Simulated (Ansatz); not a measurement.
# C: the cost of one run

Computed with Ansatz 0.2.0 (DFT r2SCAN, scalar-relativistic, plane waves, PAW, unless a step's input says otherwise).

A COD entry behind a cell of this session may itself be a prediction, so a difference from it is no test against experiment.

1 further run of the same task is left out (set aside as unsound or not needed). Runs told in other sessions of the task aren't counted.

### Step 1. The starting structure

Symmetry: P6_3/mmc, No. 194, hexagonal system. Conventional cell: a = 2.503 Å, b = 2.503 Å, c = 4.169 Å, α = 90.00°, β = 90.00°, γ = 120.00°. Around C (site symmetry 3m) lie 4 C at 1.54 to 1.56 Å.

Coordinates:

```
CELL_PARAMETERS angstrom
2.50319 0.00000 0.00000
-1.25160 2.16783 0.00000
0.00000 0.00000 4.16888
ATOMIC_POSITIONS crystal
C 0.33333 0.66667 0.06273
C 0.66667 0.33333 0.56273
C 0.33333 0.66667 0.43727
C 0.66667 0.33333 0.93727
```

This cell was relaxed beforehand with the same method: volume 5.66 Å³/atom, gap on the mesh 3.60 eV.

### Step 2. Next: an axial (c/a) deformation path

At fixed volume and fractional coordinates, lengths along (0.000, 0.000, 1.000) are scaled against those across it; ρ is that ratio over its starting value.

### Step 3. ρ = 0.850

Input file input.yaml:

```yaml
crystal:
  lattice:
    - [2.6425392562, 0.0, 0.0]
    - [-1.3212696281, 2.2885061264, 0.0]
    - [0.0, 0.0, 3.7408111103]
  atoms:
    - { symbol: C, position: [0.3333333333, 0.6666666667, 0.0627335268] }
    - { symbol: C, position: [0.6666666667, 0.3333333333, 0.5627335268] }
    - { symbol: C, position: [0.3333333333, 0.6666666667, 0.4372664732] }
    - { symbol: C, position: [0.6666666667, 0.3333333333, 0.9372664732] }
basis:
  ecutwfc: 500
kpoints:
  mp_grid: { grid: [12, 12, 6] }
hamiltonian:
  xc: r2scan
scf:
  occupations: { method: gaussian, width: 0.05 }
output:
  forces: true
  stress: true
  eigenvalues: true
```

The run is started by

```
$ ansatz run input.yaml --threads 1 --pin off --max-ram 2560MiB --backend cpu --events-out ev --progress --plain --runs-dir out
```

**Question.** How long does this run take on 1 thread of Arm Neoverse V1, shared host, and how much memory does it need?

About 4.6 s, with a peak of 0.33 GiB.
